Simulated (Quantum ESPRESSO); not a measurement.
GaF, 4 atoms in the cell. The structure is orthorhombic, space group Immm (No. 71). The conventional cell has a = 3.494 Å, b = 4.988 Å, c = 5.906 Å, α = 90.00°, β = 90.00°, γ = 90.00°. Ga (site symmetry mm2) has 6 F at 2.35 to 2.40 Å as nearest neighbours. Around F (site symmetry m2m) lie 1 F at 1.27 Å. The cell was built by a generator and needn't be a form met in nature.

| Item | Value |
| --- | --- |
| Program | Quantum ESPRESSO 7.5 |
| Task | single point |
| Functional | PBE |
| Potentials or basis | SSSP 1.3 efficiency PBE |
| Cutoff | 952 eV |
| Density cutoff | 7619 eV |
| k mesh | 9 × 9 × 9 |
| Occupations | fermi-dirac, width 0.05 eV |
| Spin | no spin polarisation |
| Mixing beta | 0.5 |
| Most SCF iterations | 120 |
| SCF threshold | 8e-10 Ry |

Potentials or basis: SSSP 1.3 efficiency PBE.

The run is started by

```bash
$ OMP_NUM_THREADS=1 pw.x -in pw.in > pw.out
```

Hardware: 1 thread of Intel(R) Xeon(R) 6975P-C (Granite Rapids) (shared host).

How long does it take, and how much memory?

It took 3.8 min on 1 thread of Intel(R) Xeon(R) 6975P-C (Granite Rapids) (shared host), peak memory 0.5 GiB. Counts: scf iterations 12, k pools 1, bands 28, k points 125, g dense 77753.
